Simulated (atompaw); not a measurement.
# A PAW (atompaw) potential for molybdenum, from input to tests

Aim: build the potential from the settings below, then test how well it stands in for the atom: scattering, ghost states and the plane-wave cutoff that it needs.

Program: atompaw 4.2.0.5. Reference atom: LDA (PW92), scalar-relativistic, spherical and spin-unpolarised. All values are calculated.

### 1 The design

The settings as typed:

| Item | Value |
| --- | --- |
| element | molybdenum (Mo, Z = 42) |
| type | PAW |
| frozen core | [Ar] 3d10 |
| valence charge | 14 |
| reference configuration | 4s2 4p6 4d5 5s1 5p0 |
| partial waves | 4s (bound); 5s (bound); 4p (bound); 5p (bound, empty); 4d (bound); 4d channel at 0.1 Ry |
| local potential | troulliermartins scheme with l = 3 at 0.5 Ry, radius 1.60 bohr |
| core correction | smooth core density matched at 1.60 bohr |
| augmentation charge | sinc compensation charge, radius 2.15 bohr; PAW radius 2.15 bohr; waves and projectors: bloechl |

The outer shells as boxes (Hund's rule for the drawing; the calculation is spin-unpolarised):

```
[Ar] core
3d [↑↓][↑↓][↑↓][↑↓][↑↓]
4s [↑↓]
4p [↑↓][↑↓][↑↓]
4d [↑ ][↑ ][↑ ][↑ ][↑ ]
5s [↑ ]
5p [  ][  ][  ]
```

The nodes and maxima of the atom's own shells, from an earlier all-electron run, set the scale for the radii.

All-electron outer shells of the reference configuration (LDA (PW92), scalar-relativistic, ld1.x):

```
shell  level (eV)  outermost node (bohr)  outermost maximum (bohr)
   3p     -378.89                   0.17                      0.38
   3d     -221.31                      –                      0.32
   4s      -64.42                   0.51                      0.99
   4p      -38.59                   0.52                      1.06
   5s       -4.32                   1.34                      2.93
   4d       -3.93                   0.53                      1.38
   5p       -1.16                   1.54                      4.05
```

### 2 Generation

Contents of Mo.input:

```
Mo 42
LDA-PW scalarrelativistic loggrid 1500 logderivrange -7 5 301
5 5 4 0 0 0
5 0 1
5 1 0
4 2 5
0 0 0
c
c
c
v
v
c
c
v
v
c
v
2
2.15 2.15 1.60 1.60
n
n
y
0.1
n
bloechl sinc
3 0.5 troulliermartins
PWSCFOUT
UPFDX 0.0125d0 UPFXMIN -7.d0 UPFZMESH 42.d0
END
```

Started as:

```sh
atompaw < Mo.input > Mo.log
```

Before running it: what results should come out? Wanted: cutoffs for 10 and 1 mRy, occupied levels; bound ghosts; largest phase difference near zero energy, channels read; lowest eigenvalue of the overlap; share of valence orbitals outside the PAW sphere; UPF file.

**Answer**, as computed:

| quantity | value |
| --- | --- |
| cutoffs for 10 and 1 mRy, occupied levels | 90 Ry and 120 Ry |
| bound ghosts | none found |
| largest phase difference near zero energy, channels read | 0.181 rad |
| lowest eigenvalue of the overlap (Bessel basis) | 0.002 (d) |
| share of valence orbitals outside the PAW sphere | 4s 1 %, 5s 89 %, 4p 4 %, 5p 97 %, 4d 35 % |
| UPF file | not written |

What this shows: The overlap operator is nearly singular (0.002). It counts as hard, with 90 Ry needed at the looser tolerance. It is free of bound ghosts as far as tested. Near zero energy the largest phase difference among the channels read is 0.18 rad, in the s channel. The pseudo curves have poles with no partner nearby in the atom's: s at 1.71 Ry, d at 1.36 Ry. At positive energy that is a spurious or a displaced resonance. The pseudo core plus compensation charge is negative at some radii, so no UPF file was written.
